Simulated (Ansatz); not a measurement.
# C2H7ClFHfNS: the cost of one run

Computed with Ansatz 0.2.0, Gaussian basis. Level: the settings change from run to run.

### 1 The geometry

The structure was relaxed beforehand with PBE0-D4 in a triple-zeta def2 set. Hf takes a core potential in def2 sets; no spin-orbit term is included.

SMILES `C[N](C)[Hf]([F])([SH])[Cl]`, 14 atoms, charge 0, spin multiplicity 1.

Atoms are counted from 1 here; the program's logs count them from 0.

Bond lengths: C1–N2 1.444 Å, C1–H8 1.098 Å, C1–H9 1.098 Å, C1–H10 1.092 Å, N2–C3 1.448 Å, N2–Hf4 1.991 Å, C3–H11 1.098 Å, C3–H12 1.097 Å, C3–H13 1.097 Å, Hf4–F5 1.900 Å, Hf4–S6 2.457 Å, Hf4–Cl7 2.362 Å, S6–H14 1.345 Å. Angles: N2–C1–H8 111.1°, N2–C1–H9 111.2°, N2–C1–H10 110.7°, H8–C1–H9 107.7°, H8–C1–H10 108.0°, H9–C1–H10 108.0°, C1–N2–C3 113.7°, C1–N2–Hf4 129.7°, C3–N2–Hf4 116.6°, N2–C3–H11 111.2°, N2–C3–H12 111.5°, N2–C3–H13 111.1°, H11–C3–H12 108.3°, H11–C3–H13 107.3°, H12–C3–H13 107.2°, N2–Hf4–F5 107.6°, N2–Hf4–S6 105.5°, N2–Hf4–Cl7 109.4° and more.

### 2 B2GP-PLYP/def2-mTZVPP

This run has charge -1, multiplicity 2.

The input, in.yaml:

```yaml
crystal:
  periodic: [false, false, false]
  atoms:
    - {symbol: C, position_ang: [0.201428, 0.806288, 1.556380]}
    - {symbol: N, position_ang: [0.205247, 0.103661, 0.295350]}
    - {symbol: C, position_ang: [0.535048, -1.301367, 0.412923]}
    - {symbol: Hf, position_ang: [-0.127695, 0.790236, -1.544138]}
    - {symbol: F, position_ang: [-0.308409, 2.678431, -1.427486]}
    - {symbol: S, position_ang: [-2.228407, -0.257691, -2.267679]}
    - {symbol: Cl, position_ang: [1.646230, 0.133878, -2.958504]}
    - {symbol: H, position_ang: [-0.537759, 0.377418, 2.245283]}
    - {symbol: H, position_ang: [1.183278, 0.751781, 2.043974]}
    - {symbol: H, position_ang: [-0.045185, 1.860051, 1.410540]}
    - {symbol: H, position_ang: [-0.193476, -1.829820, 1.041607]}
    - {symbol: H, position_ang: [1.532694, -1.444716, 0.846435]}
    - {symbol: H, position_ang: [0.534728, -1.790784, -0.568711]}
    - {symbol: H, position_ang: [-2.397723, -0.877374, -1.085984]}
basis:
  gaussian: {orbitals: def2-mTZVPP}
total_charge: -1
magnetization: {spin_polarized: true, initial_magnetization: 1}
hamiltonian: {xc: {name: B2GP-PLYP}}
```

Command:

```
ansatz run in.yaml --threads 2 --pin off --events-out ev --progress --plain --max-ram 22528MiB --backend cpu
```

**Question.** How long does this run take on 2 threads of AMD EPYC 7R13, shared host, and how much memory does it need?

About 44 s, with a peak of 1.1 GiB.
